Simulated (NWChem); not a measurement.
# triplet CH3Br at 3 levels

Wanted: a comparison of 3 runs (UB3LYP/cc-pVTZ, UM06-L/cc-pVTZ, UPBE0/cc-pVTZ) of triplet CH3Br. 

Program for the calculation: NWChem 7.3.0.

### Step 1. The molecule

CH3Br has 5 atoms, charge 0, and is taken as a triplet. SMILES of the parent species: `CBr`. The shape is that of a PBE0-D4/def2-TZVP optimisation. That shape belongs to the parent species and isn't relaxed for this state.

Bond lengths: C1–Br2 1.933 Å, C1–H3 1.086 Å, C1–H4 1.086 Å, C1–H5 1.086 Å. Angles: Br2–C1–H3 108.0°, Br2–C1–H4 108.0°, Br2–C1–H5 108.0°, H3–C1–H4 110.9°, H3–C1–H5 110.9°, H4–C1–H5 110.9°.

### Step 2. A single-point energy at UB3LYP/cc-pVTZ (run 1)

File ch3br.xyz:

```xyz
5

C     -0.106300     0.123600     0.088400
Br     1.001100    -1.164400    -0.833200
H      0.516500     0.973700     0.351300
H     -0.506300    -0.354100     0.978000
H     -0.905000     0.421200    -0.584500
```

File ch3br.nw:

```
START ch3br
memory 2200 mb
charge 0

GEOMETRY units angstroms noautosym nocenter noautoz
   load format xyz ch3br.xyz
END

BASIS spherical bse
   * library cc-pVTZ
END

DFT
   xc b3lyp
   mult 3
   grid fine
   convergence energy 1e-08
   iterations 100
   mulliken
   print low
END

TASK dft
```

Command:

```console
$ nwchem ch3br.nw > ch3br.out
```

The program printed:

```text
[...]
 d= 0,ls=0.0,diis     1  -2613.9172974826 -2.70D+03  1.62D-02  1.25D-01    11.2
[...]
 d= 0,ls=0.0,diis    11  -2613.9504582350 -5.09D-09  4.20D-07  1.24D-10    78.2
[...]
         Total DFT energy =    -2613.950458234957
      One electron energy =    -3811.599617068643
           Coulomb energy =     1206.077443600966
    Exchange-Corr. energy =      -97.888034460864
 Nuclear repulsion energy =       89.459749693584
[...]
      Total Density - Mulliken Population Analysis
     ---------------------------------------------
    Atom       Charge   Shell Charges
 -----------   ------   -------------------------------------------------------
    1 C    6     6.36   1.96  0.19  0.82  0.27  0.88  1.48  0.72  0.01  0.04  0.00
    2 Br  35    34.90   2.00  2.01  1.90  0.48  1.13  0.42  6.00  5.82  1.22  2.56  1.23  9.64  0.39  0.09  0.01
    3 H    1     0.91   0.27  0.46  0.15  0.01  0.02  0.00
    4 H    1     0.91   0.27  0.46  0.15  0.01  0.02  0.00
    5 H    1     0.91   0.28  0.46  0.14  0.01  0.02  0.00
[...]
      <S2> =      2.0038 (Exact =     2.0000)
[...]
```

Run time: 79 s. Hardware: 1 thread of AMD EPYC 9R45 (Zen 5), shared host; peak memory 0.13 GiB.

### Step 3. A single-point energy at UM06-L/cc-pVTZ (run 2)

File ch3br.nw:

```
start ch3br
title "CH3Br"
memory stack 880 mb heap 220 mb global 1100 mb

geometry units angstrom noautosym nocenter noautoz
C     -0.106300     0.123600     0.088400
Br     1.001100    -1.164400    -0.833200
H      0.516500     0.973700     0.351300
H     -0.506300    -0.354100     0.978000
H     -0.905000     0.421200    -0.584500
end

basis spherical bse
* library cc-pVTZ
end

dft
xc m06-l
mult 3
grid fine
convergence energy 1e-08
maxiter 100
mulliken
print low
end

task dft energy
```

Command:

```console
$ nwchem ch3br.nw > ch3br.out
```

The program printed:

```text
[...]
 d= 0,ls=0.0,diis     1  -2613.7929397213 -2.70D+03  1.84D-02  7.52D-02    11.6
[...]
 d= 0,ls=0.5,diis    27  -2613.8137726853 -9.80D-09  5.02D-06  6.26D-09   195.5
[...]
         Total DFT energy =    -2613.813772691438
      One electron energy =    -3812.167103578755
           Coulomb energy =     1206.705363266053
    Exchange-Corr. energy =      -97.811782072320
 Nuclear repulsion energy =       89.459749693584
[...]
      Total Density - Mulliken Population Analysis
     ---------------------------------------------
    Atom       Charge   Shell Charges
 -----------   ------   -------------------------------------------------------
    1 C    6     6.52   1.96  0.18  0.85  0.32  0.85  1.56  0.73  0.01  0.04  0.00
    2 Br  35    34.91   2.00  2.00  1.94  0.42  1.12  0.46  6.00  5.85  1.14  2.65  1.17  9.66  0.37  0.11  0.01
    3 H    1     0.86   0.27  0.47  0.08  0.01  0.02  0.00
    4 H    1     0.86   0.27  0.47  0.08  0.01  0.02  0.00
    5 H    1     0.86   0.28  0.47  0.08  0.01  0.02  0.00
[...]
      <S2> =      2.0077 (Exact =     2.0000)
[...]
```

Wall time 3.4 min (1 thread of AMD EPYC 9R45 (Zen 5), shared host); peak memory 0.13 GiB.

### Step 4. A single-point energy at UPBE0/cc-pVTZ (run 3)

File ch3br.nw:

```
START ch3br
TITLE "CH3Br"
memory 2200 mb
GEOMETRY units angstroms noautosym nocenter noautoz
C    -0.106300    0.123600    0.088400
Br    1.001100   -1.164400   -0.833200
H     0.516500    0.973700    0.351300
H    -0.506300   -0.354100    0.978000
H    -0.905000    0.421200   -0.584500
END
BASIS spherical bse
* library cc-pVTZ
END
DFT
xc pbe0
mult 3
grid fine
convergence energy 1e-08
maxiter 100
mulliken
END
TASK dft energy
```

Command:

```console
$ nwchem ch3br.nw > ch3br.out
```

The program printed:

```text
[...]
          Wavefunction type:  spin polarized.
          No. of atoms     :     5
          No. of electrons :    44
[...]
          Charge           :     0
          Spin multiplicity:     3
[...]
          AO basis - number of functions:   115
[...]
              XC Information
              --------------
                         PBE0 Method XC Functional
                     Hartree-Fock (Exact) Exchange  0.250
          PerdewBurkeErnzerhof Exchange Functional  0.750
            Perdew 1991 LDA Correlation Functional  1.000 local
           PerdewBurkeErnz. Correlation Functional  1.000 non-local
[...]
 d= 0,ls=0.0,diis     1  -2613.5385873756 -2.70D+03  1.69D-02  9.31D-02    11.3
[...]
 d= 0,ls=0.0,diis    11  -2613.5683184187 -1.06D-09  4.16D-07  1.20D-10    78.5
[...]
         Total DFT energy =    -2613.568318418734
      One electron energy =    -3811.774925313216
           Coulomb energy =     1206.265536290925
    Exchange-Corr. energy =      -97.518679090027
 Nuclear repulsion energy =       89.459749693584
[...]
      Total Density - Mulliken Population Analysis
     ---------------------------------------------
    Atom       Charge   Shell Charges
 -----------   ------   -------------------------------------------------------
    1 C    6     6.37   1.96  0.18  0.82  0.25  0.86  1.53  0.72  0.01  0.04  0.00
    2 Br  35    34.90   2.00  2.01  1.90  0.46  1.15  0.43  6.00  5.82  1.18  2.63  1.18  9.65  0.38  0.11  0.01
    3 H    1     0.91   0.26  0.47  0.14  0.01  0.02  0.00
    4 H    1     0.91   0.26  0.47  0.14  0.01  0.02  0.00
    5 H    1     0.91   0.27  0.47  0.13  0.01  0.02  0.00
[...]
      <S2> =      2.0050 (Exact =     2.0000)
[...]
```

Wall time 79 s (1 thread of AMD EPYC 9R45 (Zen 5), shared host); peak memory 0.13 GiB.

### Step 5. All runs side by side

```
run           level   energy (Eh)   ⟨S²⟩  wall time
  1  UB3LYP/cc-pVTZ  -2613.950458  2.004       79 s
  2  UM06-L/cc-pVTZ  -2613.813773  2.008    3.4 min
  3   UPBE0/cc-pVTZ  -2613.568318  2.005       79 s
```

### Step 6. Outcome

| quantity | value |
| --- | --- |
| run 3: total energy | -2613.56832 Eh |
| run 3: dipole moment | 0.38 D |
| run 3: HOMO energy (highest over α and β) | -2.57 eV |
| run 3: ⟨S²⟩ | 2.005 |

Totals of different functionals can't be ranked against each other. All runs together took 6 min, the longest 3.4 min.
